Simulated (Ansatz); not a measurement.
**AsH2+ (triplet): the correlation ladder at angle H2–As1–H3 = 161.0°, cc-pVDZ**

Aim: climb from Hartree-Fock through coupled cluster and multireference methods for AsH2+ (triplet) at one geometry and basis, and see what each rung misses.

Computed with Ansatz 0.2.0, Gaussian basis. Level: cc-pVDZ, core rule «outside noble gas», up to 14 orbitals frozen.

To be run: UHF; CCSD(T) on ROHF; CCSD(T) on UHF; BCCD(T) on ROHF; CISD; CCSDT(Q) on ROHF; CCSDT(Q) on UHF; CASSCF and MRCISD+Q, 4 electrons in 4 orbitals; CASSCF and NEVPT2, 4 electrons in 4 orbitals; CASSCF and MRCISD+Q, 6 electrons in 6 orbitals; CASSCF and NEVPT4(SD), 6 electrons in 6 orbitals; CASSCF and NEVPT2, 6 electrons in 6 orbitals; Full CI.

6 further runs of the same task are left out: 5 that didn't finish, 1 set aside as unsound or not needed.

## Step 1: What is computed

The geometry derives from a PBE0/def2-TZVP stationary point (not a proven minimum). One angle is set to the value named; bond lengths are kept. No spin-orbit coupling is included. The filled d shell of As may be among the frozen orbitals whatever the setting's name suggests; the logs give the count.

3 atoms, charge 1, spin multiplicity 3.

Atoms are counted from 1 here; the program's logs count them from 0.

Bond lengths: As1–H2 1.511 Å, As1–H3 1.511 Å. Angles: H2–As1–H3 161.0°.

## Step 2: UHF

File in.yaml:

```yaml
crystal:
  periodic: [false, false, false]
  atoms:
    - {symbol: As, position_ang: [0.000000, -0.006536, 0.000000]}
    - {symbol: H, position_ang: [0.000000, 0.242915, -1.490660]}
    - {symbol: H, position_ang: [0.000000, 0.242915, 1.490660]}
basis:
  gaussian: {orbitals: cc-pVDZ}
total_charge: 1
magnetization: {spin_polarized: true, initial_magnetization: 2}
hamiltonian: {xc: hf}
output: {orbitals: {seedname: orbitals}}
```

Launch:

```bash
$ ansatz run in.yaml --threads 1 --pin off --events-out ev --progress --plain --max-ram 2393MiB
```

Further steps of the session: CCSD(T) on ROHF; CCSD(T) on UHF; BCCD(T) on ROHF; CISD; CCSDT(Q) on ROHF; CCSDT(Q) on UHF; CASSCF and MRCISD+Q, 4 electrons in 4 orbitals; CASSCF and NEVPT2, 4 electrons in 4 orbitals; CASSCF and MRCISD+Q, 6 electrons in 6 orbitals; CASSCF and NEVPT4(SD), 6 electrons in 6 orbitals; CASSCF and NEVPT2, 6 electrons in 6 orbitals; Full CI.

Q: Predict the results of all the runs planned. Wanted: FCI below the RHF energy; RMP2 from FCI; UMP2 from FCI; RCCSD from FCI; RCCSD(T) from FCI; UCCSD(T) from FCI; RCCSDT(Q) from FCI; UCCSDT(Q) from FCI; NEVPT2 pair from FCI.

As calculated:

| quantity | value |
| --- | --- |
| FCI below the RHF energy | -2.8981 eV |
| RMP2 from FCI | +67.4 kJ/mol |
| UMP2 from FCI | +65.2 kJ/mol |
| RCCSD from FCI | +7.5 kJ/mol |
| RCCSD(T) from FCI | +1.8 kJ/mol |
| UCCSD(T) from FCI | +0.7 kJ/mol |
| RCCSDT(Q) from FCI | 0.0 kJ/mol |
| UCCSDT(Q) from FCI | -1.0 kJ/mol |
| NEVPT2 pair from FCI | +61.5 kJ/mol |
| MRCISD+Q pair from FCI | +0.2 kJ/mol |
| NEVPT2 valence from FCI | +42.5 kJ/mol |
| levels within 1 kcal/mol (43 meV) | RCCSD(T), UCCSD(T), BCCD(T), RCCSDT, UCCSDT, RCCSDT(Q), UCCSDT(Q), MRCISD+Q pair, MRCISD+Q valence |
| T1 diagnostic | 0.031 |
| effectively unpaired electrons | 2.04 |

In words: RCCSD(T) misses by +1.8 kJ/mol, 0.6 % of the correlation energy. UCCSDT, UCCSDT(Q) fall below full CI: unrestricted runs freeze a spin-polarised core, another one than full CI's, and coupled cluster isn't variational. One determinant dominates. Of the multireference levels listed MRCISD+Q valence comes nearest in total energy (+0.2 kJ/mol), which doesn't show that its space is the better one. These misses are within one basis, not against nature; the frozen cores of restricted and unrestricted runs differ, which can shift their rows.
